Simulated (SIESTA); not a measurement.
**ZrB in SIESTA: the effect of Hubbard term**

The system is ZrB.

```
Zr B
1.0
     0.00000    2.32500    2.32500
     2.32500    0.00000    2.32500
     2.32500    2.32500    0.00000
Zr B
1 1
Direct
  0.00000 0.00000 0.00000
  0.50000 0.50000 0.50000
```

Alike in all runs:

| Property | Result |
| --- | --- |
| Program | SIESTA 5.4.2 |
| Task | density of states |
| Functional | PBEsol |
| Potentials or basis | PseudoDojo 0.4 standard (PBEsol files) |
| Basis | DZP (energy shift 0.003 Ry; two zetas on semicore shells) |
| Grid cutoff | 800 Ry |
| Energy shift | 0.003 Ry |
| k mesh | 8 × 8 × 8 |
| Occupations | fermi-dirac, width 0.05 eV |
| Spin | no spin polarisation |
| Hubbard projector method | 1 |
| U from the first cycle | yes |
| broadening (eV) | 0.05 eV |
| window from (eV) | -25 eV |
| window to (eV) | 5 eV |
| energy points | 301 |

```csv
Hubbard term,pressure (GPa)
none,30.8
Zr d U = 2 eV,35.6
Zr d U = 4 eV,?
Zr d U = 6 eV,48.7
```

Task: What does the run with Hubbard term Zr d U = 4 eV give?

Result: Pressure 41.0 GPa.

Worked out: A straight line through the other rows of the pressure, of slope 3.03 GPa per eV, gives 42.4 GPa, against the run's 41.0.

Caveats: a pressure of tens of GPa on the cell as given is suspect, and the run, the potentials or the cell itself is likely at fault; the basis of atomic orbitals isn't converged, which shifts pressures, moduli and gaps; U without spin polarisation on a metal has little footing (some runs); the U is typed as a test and isn't derived for this compound (some runs).
